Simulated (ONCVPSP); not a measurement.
# Se: the cost of one run

The numbers are computed with ONCVPSP 4.0.1.1 (patched build) (PBE, scalar-relativistic, spin-unpolarised reference atom).

15 further runs of the same task are left out: 6 that didn't finish, 9 set aside as unsound or not needed.

**1. The design**

The settings as typed:

```json
{
 "element": "selenium (Se, Z = 34)",
 "type": "optimised norm-conserving Vanderbilt (ONCV)",
 "frozen core": "[Ne]",
 "valence charge": "24",
 "reference configuration": "3s2 3p6 3d10 4s2 4p4",
 "partial waves": "3s+4s: rc 0.90 bohr, ncon 5, nbas 9, qcut 15.3 1/bohr, 3 projectors, debl 0.9 Ha; 3p+4p: rc 1.15 bohr, ncon 4, nbas 7, qcut 11.9 1/bohr, 2 projectors; 3d: rc 0.90 bohr, ncon 3, nbas 7, qcut 19.2 1/bohr, 2 projectors, debl 2.6 Ha",
 "local potential": "polynomial inside 0.75 bohr (lpopt 5, dvloc0 6 Ha)",
 "core correction": "not asked for"
}
```

**2. The generation run**

The input, Se.dat:

```
# ATOM AND REFERENCE CONFIGURATION
# atsym  z   nc   nv     iexc    psfile
  Se 34.00    3    5        4      upf
#
#   n    l    f
    1    0    2.00
    2    0    2.00
    2    1    6.00
    3    0    2.00
    3    1    6.00
    3    2   10.00
    4    0    2.00
    4    1    4.00
#
# PSEUDOPOTENTIAL AND OPTIMIZATION
# lmax
    2
#
#   l,   rc,      ep,       ncon, nbas, qcut
    0    0.90    0.00    5    9   15.30
    1    1.15    0.00    4    7   11.90
    2    0.90    0.00    3    7   19.20
#
# LOCAL POTENTIAL
# lloc, lpopt,  rc(5),   dvloc0
    4    5    0.75    6.00
#
# VANDERBILT-KLEINMAN-BYLANDER PROJECTORs
# l, nproj, debl
    0    3    0.90
    1    2    1.00
    2    2    2.60
#
# MODEL CORE CHARGE
# icmod, fcfact, rcfact
    0    0.00    0.00
#
# LOG DERIVATIVE ANALYSIS
# epsh1, epsh2, depsh
   -9.00    5.00    0.04
#
# OUTPUT GRID
# rlmax, drl
    6.00    0.01
#
# TEST CONFIGURATIONS
# ncnf
    4
# nvcnf
#   n    l    f
    5
    3    0    2.00
    3    1    6.00
    3    2   10.00
    4    0    2.00
    4    1    3.00
#
    5
    3    0    2.00
    3    1    6.00
    3    2   10.00
    4    0    2.00
    4    1    2.00
#
    5
    3    0    2.00
    3    1    6.00
    3    2   10.00
    4    0    2.00
    4    1    1.00
#
    5
    3    0    2.00
    3    1    6.00
    3    2   10.00
    4    0    1.00
    4    1    5.00
#
```

Launch:

```
$ oncvpsp.x < Se.dat > Se.out
```

**Question.** How long does this run take on 1 thread of Neoverse-N1, shared host?

About 6.2 s.
